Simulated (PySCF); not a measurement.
# CH7BGaN: the cost of one run

The runs use PySCF 2.14.0, with density-fitted response routines of our own; the level of theory stands in each step. All values are computed, except where a source is named. Atoms are numbered from 0 throughout.

1 further run of the same task is left out (for a known fault of the program).

**1. The molecule as given**

11 atoms, charge 0, multiplicity 1; geometry from: GFN2-xTB. The atoms were then displaced at random by about 0.01 Å, so the start is not that level's minimum.

Bonds of the start (Å): B0–N1 1.38, N1–C2 1.47, N1–Ga3 1.92, B0–H4 1.20, B0–H5 1.17, C2–H6 1.11, C2–H7 1.07, C2–H8 1.08, Ga3–H9 1.54, Ga3–H10 1.56.

**2. Relaxing the molecule at PBE0-D3(BJ)/def2-SVP**

The job: settings as JSON, then the geometry in Å.

```
{"job": {"xc": "PBE0", "basis": "def2-SVP", "d3": "d3bj", "grid": 1, "shake": 0.01, "kind": "geom"}, "charge": 0, "multiplicity": 1}
B     -0.484500     0.601560     1.389530
N     -0.086650     0.077390     0.173710
C     -1.023640    -0.316820    -0.892780
Ga     1.779120    -0.190410    -0.199540
H     -1.646120     0.789830     1.602600
H      0.337400     0.911170     2.158060
H     -0.422720    -0.712820    -1.740420
H     -1.672420    -1.087210    -0.542850
H     -1.596220     0.542680    -1.209740
H      2.844610     0.176990     0.854780
H      2.009250    -0.818190    -1.609020
```

Command:

```
> OMP_NUM_THREADS=1 python probes_run.py task.json out
```

One launch serves the whole session: the jobs run in the order shown.

Q: Estimate the wall time and peak memory of this first job on 1 thread of Arm Neoverse N1, shared host.

About 52 s, with a peak of 0.45 GiB.
